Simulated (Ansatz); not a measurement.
# Sn2Ir: stress in a strained cell

Sn2Ir is deformed so: zz strain of +1 %. What stress and forces result, by LAPW, PAW and all-electron datasets made for the crystal?

Method: DFT LDA, scalar-relativistic, in Ansatz 0.2.0.

**1. The system as given**

Symmetry: Fm-3m, No. 225, cubic system. Conventional cell: a = 6.338 Å, b = 6.338 Å, c = 6.338 Å, α = 90.00°, β = 90.00°, γ = 90.00°. Sn (site symmetry -43m) is surrounded by 4 Ir at 2.74 Å. Around Ir (site symmetry m-3m) lie 8 Sn at 2.74 Å.

Coordinates:

```cif
data_structure
_symmetry_space_group_name_H-M 'Fm-3m'
_symmetry_Int_Tables_number 225
_cell_length_a 6.3380
_cell_length_b 6.3380
_cell_length_c 6.3380
_cell_angle_alpha 90.000
_cell_angle_beta 90.000
_cell_angle_gamma 90.000
_cell_volume 254.60
loop_
_atom_site_label
_atom_site_type_symbol
_atom_site_symmetry_multiplicity
_atom_site_Wyckoff_symbol
_atom_site_fract_x
_atom_site_fract_y
_atom_site_fract_z
_atom_site_occupancy
Sn1 Sn 8 c 0.25000 0.75000 0.75000 1
Ir1 Ir 4 a 0.00000 0.00000 0.00000 1
```

The file gives the conventional cell by its symmetry; the runs use the cell typed in the input.

Atoms are numbered in the order of the input: Sn1, Sn2, Ir3.

**2. The deformed structure**

Space group Fm-3m before, I4/mmm after.

**3. All-electron LAPW**

Contents of input.yaml:

```yaml
crystal:
  lattice:
    - [0.0, 3.169, 3.20069]
    - [3.169, 0.0, 3.20069]
    - [3.169, 3.169, 0.0]
  atoms:
    - { symbol: Sn, position: [0.25, 0.25, 0.25] }
    - { symbol: Sn, position: [0.75, 0.75, 0.75] }
    - { symbol: Ir, position: [0.0, 0.0, 0.0] }
kpoints:
  mp_grid: { grid: [10, 10, 10] }
  band_path:
    path:
      - [0.0, 0.0, 0.0]
      - [0.0, 0.5, 0.5]
      - [0.25, 0.75, 0.5]
      - [0.0, 0.5, 0.0]
      - [0.0, 0.0, 0.0]
      - [0.5, 0.5, 0.0]
      - [0.3725370062, 0.6274629938, 0.0]
      - [-0.3725370062, 0.3725370062, 0.0]
      - [0.0, 0.0, 0.0]
    npoints: 5
scf:
  occupations: { method: fermi_dirac, width: 0.03 }
hamiltonian:
  xc: lda
  pseudopotentials: { kind: all_electron, lapw: { basis_error: 0.001 } }
output:
  forces: true
  stress: true
  eigenvalues: true
```

The run is started by

```sh
> ansatz run input.yaml --threads 1 --pin off --max-ram 4096MiB --backend cpu --events-out ev --progress --plain --runs-dir out
```

**4. PAW with frozen cores**

Contents of input.yaml:

```yaml
crystal:
  lattice:
    - [0.0, 3.169, 3.20069]
    - [3.169, 0.0, 3.20069]
    - [3.169, 3.169, 0.0]
  atoms:
    - { symbol: Sn, position: [0.25, 0.25, 0.25] }
    - { symbol: Sn, position: [0.75, 0.75, 0.75] }
    - { symbol: Ir, position: [0.0, 0.0, 0.0] }
kpoints:
  mp_grid: { grid: [10, 10, 10] }
scf:
  occupations: { method: fermi_dirac, width: 0.03 }
hamiltonian:
  xc: lda
  pseudopotentials: { kind: paw }
output:
  forces: true
  stress: true
  eigenvalues: true
  efg: { contact_densities: true }
```

**5. All-electron PAW on datasets made for the crystal**

input.yaml, as its differences from that of step 4:

```diff
@@ -15,3 +15,3 @@
   xc: lda
-  pseudopotentials: { kind: paw }
+  pseudopotentials: { kind: all_electron, datasets: crystal }
 output:
```

(Steps that only read results are left out.)

Q: Predict the outcome of this session. Wanted: pressure; largest shear or deviatoric stress.

**Answer**, as computed:

| quantity | value |
| --- | --- |
| pressure | LAPW -3.36, PAW -3.36, crystal datasets -3.36 GPa |
| largest shear or deviatoric stress (LAPW) | 0.47 GPa |

In words: The largest part of the stress beyond the pressure is 0.47 GPa in size, in the zz component; the atoms are carried along and not relaxed. No run of the undeformed cell stands beside it, so pressure and stress hold what the given cell had before the change, as far as its symmetry allows. PAW: stress within 0.01 GPa of LAPW. Crystal datasets: stress within 0.01 GPa of LAPW. Spin-orbit coupling is left out, though the cell holds Ir; in elements this heavy it can shift bands and gaps by tenths of an eV.
